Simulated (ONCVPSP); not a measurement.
# Pseudopotential generation for neodymium: ONCV, LDA (Perdew-Wang 92)

Task: generate the file, and judge it by its errors in other configurations, its logarithmic derivatives, its ghosts and its cutoff.

The numbers are computed with ONCVPSP 4.0.1 (LDA (Perdew-Wang 92), scalar-relativistic, spin-unpolarised reference atom).

15 further runs of the same task are left out: 8 that didn't finish, 7 set aside as unsound or not needed.

## 1. The design

Typed settings, in words:

```json
{
  "element": "neodymium (Nd, Z = 60)",
  "type": "optimised norm-conserving Vanderbilt (ONCV)",
  "frozen core": "[Kr] 4d10",
  "valence charge": "14",
  "reference configuration": "4f3 5s2 5p6 5d1 6s2",
  "partial waves": "5s+6s: rc 2.60 bohr, ncon 5, nbas 8, qcut 5.9 1/bohr, 2 projectors; 5p: rc 1.80 bohr, ncon 3, nbas 7, qcut 4.7 1/bohr, 2 projectors, debl 3.1 Ha; 5d: rc 2.85 bohr, ncon 5, nbas 9, qcut 6.2 1/bohr, 2 projectors, debl 0.6 Ha; 4f: rc 1.55 bohr, ncon 4, nbas 9, qcut 10 1/bohr, local",
  "local potential": "the f channel",
  "core correction": "Teter function, fcfact 3.5, rcfact 1.65"
}
```

## 2. Generation

Nd.dat

```
# ATOM AND REFERENCE CONFIGURATION
# atsym  z   nc   nv     iexc    psfile
  Nd 60.00    9    5  -001012      upf
#
#   n    l    f
    1    0    2.00
    2    0    2.00
    2    1    6.00
    3    0    2.00
    3    1    6.00
    3    2   10.00
    4    0    2.00
    4    1    6.00
    4    2   10.00
    4    3    3.00
    5    0    2.00
    5    1    6.00
    5    2    1.00
    6    0    2.00
#
# PSEUDOPOTENTIAL AND OPTIMIZATION
# lmax
    3
#
#   l,   rc,      ep,       ncon, nbas, qcut
    0    2.60    0.00    5    8    5.90
    1    1.80    0.00    3    7    4.70
    2    2.85    0.00    5    9    6.20
    3    1.55    0.00    4    9   10.00
#
# LOCAL POTENTIAL
# lloc, lpopt,  rc(5),   dvloc0
    3    5    1.55    0.00
#
# VANDERBILT-KLEINMAN-BYLANDER PROJECTORs
# l, nproj, debl
    0    2    3.90
    1    2    3.10
    2    2    0.60
    3    0    2.90
#
# MODEL CORE CHARGE
# icmod, fcfact, rcfact
    3    3.50    1.65
#
# LOG DERIVATIVE ANALYSIS
# epsh1, epsh2, depsh
   -3.00    5.00    0.02
#
# OUTPUT GRID
# rlmax, drl
    6.00    0.01
#
# TEST CONFIGURATIONS
# ncnf
    4
# nvcnf
#   n    l    f
    5
    4    3    4.00
    5    0    2.00
    5    1    6.00
    5    2    0.00
    6    0    2.00
#
    5
    4    3    4.00
    5    0    2.00
    5    1    6.00
    5    2    0.00
    6    0    1.00
#
    5
    4    3    4.00
    5    0    2.00
    5    1    6.00
    5    2    0.00
    6    0    0.00
#
    5
    4    3    4.00
    5    0    1.00
    5    1    6.00
    5    2    0.00
    6    0    2.00
#
```

The run is started by

```sh
$ oncvpsp.x < Nd.dat > Nd.out
```

**Question.** What will these runs give? Wanted: cutoffs for 1 and 0.1 mHa per electron, occupied waves; bound ghosts; GHOST(+) flags; largest test error; largest phase difference near zero energy, channels read; rms error of d²Exc/dn², without and with the model core.

The runs gave:

| quantity | value |
| --- | --- |
| cutoffs for 1 and 0.1 mHa per electron, occupied waves | 46 Ha and 65 Ha |
| bound ghosts | s at -283.92 eV, p at -162.58 eV |
| GHOST(+) flags | none at low energy |
| largest test error (AE − PS) | +251 meV, for 4f4 5s1 5p6 5d0 6s2 |
| largest phase difference near zero energy, channels read | 0.054 rad |
| rms error of d²Exc/dn², without and with the model core | 9.16 and 3.38 mHa |

In words: It has a bound ghost (s, p), a state that the atom doesn't have, and that rules the file out. The worst unpolarised test, 4f4 5s1 5p6 5d0 6s2, is off by 251 meV on 44.0 eV; by total energies transferability rates as poor. By its cutoff, 46 Ha for the looser tolerance, it is hard. At the looser tolerance the 4f wave is the slowest; 5p needs 11 Ha. Near zero energy the largest phase difference among the channels read is 0.05 rad, in the f channel. All of this concerns the isolated atom, not yet a solid.
